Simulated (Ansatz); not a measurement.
**U-r2SCAN/6-31G(d) (spherical functions) run of C2HF2Ge (SMILES C#[C][Ge]([F])[F])**

What is the vertical doublet–quartet gap of C2HF2Ge at U-r2SCAN/6-31G* (spherical functions)? 

The results are computed with Ansatz 0.2.0.

69 further runs of the same task are left out: 69 set aside as unsound or not needed.

**1. The molecule**

C2HF2Ge: 6 atoms, total charge 0, spin state doublet. As SMILES, `C#[C][Ge]([F])[F]`. The shape is that of a PBE0-D4/def2-TZVP optimisation.

Bond lengths: C1–C2 1.206 Å, C2–Ge3 1.892 Å, Ge3–F4 1.728 Å, Ge3–F5 1.728 Å, C1–H6 1.067 Å. Angles: C1–C2–Ge3 171.1°, C2–Ge3–F4 108.5°, C2–Ge3–F5 108.5°, F4–Ge3–F5 104.7°, C2–C1–H6 178.2°.

**2. A single-point energy at U-r2SCAN/6-31G(d) (spherical functions)**

File molecule.yaml:

```yaml
crystal:
  periodic: [false, false, false]
  atoms:
    - {symbol: C, position_ang: [-0.190100, 0.518400, 1.692900]}
    - {symbol: C, position_ang: [-0.131400, 0.204200, 0.530300]}
    - {symbol: Ge, position_ang: [-0.289600, -0.139700, -1.323100]}
    - {symbol: F, position_ang: [-0.276600, -1.850600, -1.565100]}
    - {symbol: F, position_ang: [1.142900, 0.424100, -2.108200]}
    - {symbol: H, position_ang: [-0.213200, 0.779700, 2.727000]}
basis:
  gaussian:
    orbitals: 6-31G_st_-spherical.json
magnetization:
  spin_polarized: true
  initial_magnetization: 1
hamiltonian:
  xc: r2scan
accuracy: high
output: {orbitals: {seedname: orbitals}}
```

The basis set 6-31G* is read from a file made from the Basis Set Exchange's data (not shown).

On the command line:

```bash
$ ansatz run molecule.yaml --threads 1 --pin off --max-ram 3480MiB --events-out events.jsonl --progress --plain --runs-dir runs
```

What it wrote:

```text
Warning: RAYON_NUM_THREADS=1 ignored (pool sized by the plan → 1); use --threads N
Functional definition: r2SCAN
  name "r2SCAN"
  parameter k0 = 0.174
  parameter k1 = 0.065
  parameter a1 = 4.9479
  exchange = r2scan_x(k0 = k0, k1 = k1, a1 = a1)
  correlation = r2scan_c
1871 factors; integrals over basis functions are off by at most 9.0e-9 eV
mean field evaluation 1: about -64022.3999 eV, gradient 4.0e1 eV
mean field evaluation 2: about -64005.5450 eV, gradient 7.2e1 eV
mean field evaluation 4: about -64028.5450 eV, gradient 1.0e1 eV
mean field evaluation 8: about -64029.0848 eV, gradient 2.9e-1 eV
mean field evaluation 16: about -64029.0852 eV, gradient 4.0e-4 eV
mean field evaluation 32: about -64029.0852 eV, gradient 4.4e-8 eV
mean field -64029.08520701 eV, -2353.0254808848 hartree, gradient 4.4e-8 eV, S^2 0.752945; 0 other end points of the search recorded, 0 dependent functions left out
reference -64029.08521078 eV, -2353.0254810235 hartree; 32, 31 occupied and 58, 59 virtual orbitals, 1871 factors
Total energy: -64029.08521078 eV, -2353.0254810235 hartree
```

Run time: 29 s. Hardware: 1 thread of Arm Neoverse V2, shared host; peak memory 0.41 GiB.

**3. The quartet**

File run.yaml:

```yaml
basis:
  gaussian:
    orbitals: 6-31G_st_-spherical.json
crystal:
  periodic: [false, false, false]
  atoms:
    - symbol: C
      position_ang: [-0.190100, 0.518400, 1.692900]
    - symbol: C
      position_ang: [-0.131400, 0.204200, 0.530300]
    - symbol: Ge
      position_ang: [-0.289600, -0.139700, -1.323100]
    - symbol: F
      position_ang: [-0.276600, -1.850600, -1.565100]
    - symbol: F
      position_ang: [1.142900, 0.424100, -2.108200]
    - symbol: H
      position_ang: [-0.213200, 0.779700, 2.727000]
total_charge: 0
magnetization:
  spin_polarized: true
  initial_magnetization: 3
hamiltonian:
  xc: r2scan
accuracy: high
output: {orbitals: {seedname: orbitals}}
```

The basis set 6-31G* is read from a file made from the Basis Set Exchange's data (not shown).

On the command line:

```bash
$ ansatz run run.yaml --threads 1 --pin off --max-ram 3480MiB --events-out events.jsonl --progress --plain --runs-dir runs
```

What it wrote, shortened:

```text
Warning: RAYON_NUM_THREADS=1 ignored (pool sized by the plan → 1); use --threads N
[... 7 set-up lines as earlier in the session ...]
1871 factors; integrals over basis functions are off by at most 9.0e-9 eV
mean field evaluation 1: about -64018.6151 eV, gradient 3.6e1 eV
mean field evaluation 2: about -64005.1780 eV, gradient 6.3e1 eV
mean field evaluation 4: about -64024.0257 eV, gradient 5.1e0 eV
mean field evaluation 8: about -64024.1528 eV, gradient 1.6e-1 eV
mean field evaluation 16: about -64024.1530 eV, gradient 2.3e-3 eV
mean field evaluation 32: about -64024.1530 eV, gradient 3.3e-6 eV
mean field -64024.15295435 eV, -2352.8442239429 hartree, gradient 8.9e-8 eV, S^2 3.760950; 3 other end points of the search recorded, 0 dependent functions left out
reference -64024.15295827 eV, -2352.8442240869 hartree; 33, 30 occupied and 57, 60 virtual orbitals, 1871 factors
Total energy: -64024.15295827 eV, -2352.8442240869 hartree
```

Run time: 57 s. Hardware: 1 thread of Arm Neoverse V2, shared host; peak memory 0.42 GiB.

**4. Results**

At U-r2SCAN/6-31G* (spherical functions):

```
                                        quantity           value
                           doublet: total energy  -2353.02548 Eh
     doublet: HOMO energy (highest over α and β)        -6.50 eV
      doublet: LUMO energy (lowest over α and β)        -4.42 eV
                                   doublet: ⟨S²⟩           0.753
                           quartet: total energy  -2352.84422 Eh
     quartet: HOMO energy (highest over α and β)        -3.08 eV
                                   quartet: ⟨S²⟩           3.761
vertical energy of the quartet above the doublet        4.932 eV
```

At this shape the quartet lies 4.93 eV (114 kcal/mol) above the doublet.
